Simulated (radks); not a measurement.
**Ionisation of Se: one atom, several choices of relativity**

An exercise on one series of results from a longer session: the logs are not shown, and one member is left open.

Program: radks (a radial shooting solver on a logarithmic mesh, Libxc functionals) version 1. Level of theory: Kohn-Sham, PBE, spin-unpolarised, spherical densities. These are calculated values, not measurements, unless marked.

## The system

- element: selenium (Z = 34)
- charge: 0
- electrons: 34
- configuration: [Ar] 3d10 4s2 4p4
- ion: Se⁺, [Ar] 3d10 4s2 4p3
- choices: non-relativistic; scalar-relativistic; Dirac, 2j+1 shares; Dirac, low j first; scalar-relativistic, finite nucleus; Dirac, 2j+1 shares, finite nucleus; Dirac, c × 10; Dirac, c × 2; Dirac, c × 1.25

The first run:

Settings of this run:

```text
Z 34
configuration [Ar] 3d10 4s2 4p4 5s0 4d0
relativity non-relativistic
functional pbe,pbe
spin unpolarised
nucleus point
```

Steps of the session up to this table: non-relativistic: Se.

One table of the session follows, with a row left open; its other results are not shown here.

It belongs to the step «non-relativistic: Se». From the orbitals of this run (lengths in bohr):

```
level      <r>  outermost maximum (interpolated)  90 % within  nodes
   1s  0.04499                            0.0297       0.0801      0
   2s   0.2000                             0.168        0.309      1
   2p        ?                                 ?            ?      ?
   3s   0.5850                             0.512        0.872      2
   3p   0.5943                             0.505        0.909      1
   3d   0.6279                             0.452         1.04      0
   4s    1.828                              1.54         2.74      3
   4p    2.308                              1.82         3.59      2
```

Estimate the missing values for 2p.

**Answer.** <r>: 0.1728; outermost maximum (interpolated): 0.133; 90 % within: 0.281; nodes: 0. In the column «<r>» it lies between 1s (0.04499) and 2s (0.2000).

Caveats from the session: Spin polarisation and multiplet splitting of open shells are left out at every level.
